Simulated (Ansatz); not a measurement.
**CH3NSe: taking an electron away**

One table from this session's results is given with a row withheld; the runs are named, their logs left out.

Program: Ansatz 0.2.0, Gaussian basis. Level of theory: unrestricted cation, the program's frozen cores in correlated methods. These are calculated values, not measurements.

Plan: UKS PBE-D4/def2-TZVPP; UKS r2SCAN-D4/def2-TZVPP; UKS PBE0-D4/def2-TZVPP; UKS B3LYP-D4/def2-TZVPP; UKS wB97X-V/def2-TZVPP; UKS wB97M-V/def2-TZVPP; UKS B2PLYP/def2-TZVPP; UHF-CCSD(T)/def2-TZVPP; UHF-MP2/def2-QZVPP; extrapolation to the limit; then −ε(HOMO) from the neutral's earlier runs with LDA (SPW92), PBE-D4, revPBE-D4, BLYP-D4, r2SCAN-D4, B97M-V, PBE0-D4, B3LYP-D4, r2SCANh-D4, r2SCAN0-D4, HSE06-D4, BHLYP-D4, CAM-B3LYP-D4, LC-ωPBE, ωB97X-V, ωB97M-V.

### Structure used throughout

The geometry comes from an earlier relaxation with PBE0-D4 in a triple-zeta def2 set; it is a stationary point.

SMILES `NC=[Se]`, 6 atoms, charge 0, spin multiplicity 1.

Atoms are counted from 1 here; the program's logs count them from 0.

Bond lengths: N1–C2 1.328 Å, N1–H4 1.006 Å, N1–H5 1.008 Å, C2–Se3 1.780 Å, C2–H6 1.089 Å. Angles: C2–N1–H4 121.8°, C2–N1–H5 119.3°, H4–N1–H5 118.9°, N1–C2–Se3 126.0°, N1–C2–H6 113.4°, Se3–C2–H6 120.6°.

Set-up of the first run:

File in.yaml:

```yaml
crystal:
  periodic: [false, false, false]
  atoms:
    - {symbol: N, position_ang: [-0.202264, -0.416433, 0.582412]}
    - {symbol: C, position_ang: [0.024708, 0.355014, -0.474915]}
    - {symbol: Se, position_ang: [1.616590, 0.714583, -1.184375]}
    - {symbol: H, position_ang: [-1.132106, -0.576897, 0.930863]}
    - {symbol: H, position_ang: [0.575718, -0.854360, 1.050313]}
    - {symbol: H, position_ang: [-0.882656, 0.778094, -0.904299]}
basis:
  gaussian: {orbitals: def2-TZVPP}
total_charge: 1
magnetization: {spin_polarized: true, initial_magnetization: 1}
hamiltonian: {xc: pbe, dispersion: d4}
```

The run is started by

```
$ ansatz run in.yaml --threads 2 --pin off --events-out ev --progress --plain --max-ram 4352MiB
```

Among the steps run: Cation, UKS PBE-D4/def2-TZVPP; Cation, UKS r2SCAN-D4/def2-TZVPP; Cation, UKS PBE0-D4/def2-TZVPP; Cation, UKS B3LYP-D4/def2-TZVPP; Cation, UKS wB97X-V/def2-TZVPP; Cation, UKS wB97M-V/def2-TZVPP; Cation, UKS B2PLYP (frozen core)/def2-TZVPP; Cation, UHF-CCSD(T)/def2-TZVPP; Cation, UHF-MP2/def2-QZVPP.

One of the session's tables, all rows but one given; the rest of the session is left out.

Orbital estimates, from the neutral's runs:

| functional | −ε(HOMO) (eV) |
| --- | --- |
| LDA (SPW92) | 4.95 |
| PBE-D4 | 4.80 |
| revPBE-D4 | 4.74 |
| BLYP-D4 | 4.64 |
| r2SCAN-D4 | 5.02 |
| B97M-V | 5.08 |
| PBE0-D4 | 5.91 |
| B3LYP-D4 | 5.68 |
| r2SCANh-D4 | 5.43 |
| r2SCAN0-D4 | 6.05 |
| HSE06-D4 | 5.51 |
| BHLYP-D4 | 6.86 |
| CAM-B3LYP-D4 | ? |
| LC-ωPBE | 8.50 |
| ωB97X-V | 8.16 |
| ωB97M-V | 8.04 |

Estimate the missing values for CAM-B3LYP-D4.

As computed: −ε(HOMO) (eV): 7.17. In the column «−ε(HOMO) (eV)» it lies between BHLYP-D4 (6.86) and ωB97M-V (8.04).

To keep in mind: The cation may have settled in a state other than its lowest; no search over hole states beyond the program's own was made.
